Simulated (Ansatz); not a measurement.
# C4H3F3: basis-set convergence

One table from this session's results is given with a row withheld; the runs are named, their logs left out.

Program: Ansatz 0.2.0, Gaussian basis. Level of theory: one geometry, several basis sets. These are calculated values, not measurements.

Plan: PBE0-D4/def2-SVP; ωB97M-V/def2-SVP; PBE0-D4/def2-QZVPP; ωB97M-V/def2-QZVPP; the functionals' def2-TZVPP values are taken from earlier runs.

### Structure used throughout

All runs share one geometry, relaxed beforehand with PBE0-D4 in a triple-zeta def2 set.

10 atoms, charge 0, spin multiplicity 1.

Atoms are counted from 1 here; the program's logs count them from 0.

Bond lengths: F1–C2 1.378 Å, C2–C3 1.451 Å, C2–H8 1.094 Å, C2–H9 1.094 Å, C3–C4 1.200 Å, C4–C5 1.456 Å, C5–F6 1.355 Å, C5–F7 1.355 Å, C5–H10 1.095 Å. Angles: F1–C2–C3 111.3°, F1–C2–H8 108.3°, F1–C2–H9 108.3°, C3–C2–H8 110.1°, C3–C2–H9 110.0°, H8–C2–H9 108.8°, C2–C3–C4 178.5°, C3–C4–C5 177.3°, C4–C5–F6 110.8°, C4–C5–F7 110.8°, C4–C5–H10 111.5°, F6–C5–F7 107.4°, F6–C5–H10 108.1°, F7–C5–H10 108.1°.

Set-up of the first run:

File in.yaml:

```yaml
crystal:
  periodic: [false, false, false]
  atoms:
    - {symbol: F, position_ang: [-2.851618, -0.161909, 0.167033]}
    - {symbol: C, position_ang: [-1.841721, 0.643072, 0.647031]}
    - {symbol: C, position_ang: [-0.541988, 0.186122, 0.191709]}
    - {symbol: C, position_ang: [0.545756, -0.168113, -0.169047]}
    - {symbol: C, position_ang: [1.836926, -0.648168, -0.641347]}
    - {symbol: F, position_ang: [2.474943, 0.312071, -1.354116]}
    - {symbol: F, position_ang: [2.637635, -0.978208, 0.401287]}
    - {symbol: H, position_ang: [-1.882189, 0.629822, 1.740564]}
    - {symbol: H, position_ang: [-2.022689, 1.665060, 0.300008]}
    - {symbol: H, position_ang: [1.728146, -1.530851, -1.280021]}
basis:
  gaussian: {orbitals: def2-SVP}
hamiltonian: {xc: pbe0, dispersion: d4}
output: {orbitals: {seedname: orbitals}}
```

On the command line:

```sh
$ ansatz run in.yaml --threads 4 --pin off --events-out ev --progress --plain --max-ram 10444MiB
```

Steps of the session up to this table: PBE0-D4 in def2-SVP; ωB97M-V in def2-SVP; PBE0-D4 in def2-QZVPP; ωB97M-V in def2-QZVPP.

One table of the session follows, with a row left open; its other results are not shown here.

It belongs to the step «Density functionals: the series». 

```
functional       basis  HOMO (eV)
   PBE0-D4    def2-SVP          ?
   PBE0-D4  def2-TZVPP      -8.68
   PBE0-D4  def2-QZVPP      -8.71
   ωB97M-V    def2-SVP     -10.86
   ωB97M-V  def2-TZVPP     -10.94
   ωB97M-V  def2-QZVPP     -10.97
```

**Question.** Estimate the row for PBE0-D4, def2-SVP.

As computed: HOMO (eV): -8.61. In the column «HOMO (eV)» it is the highest.
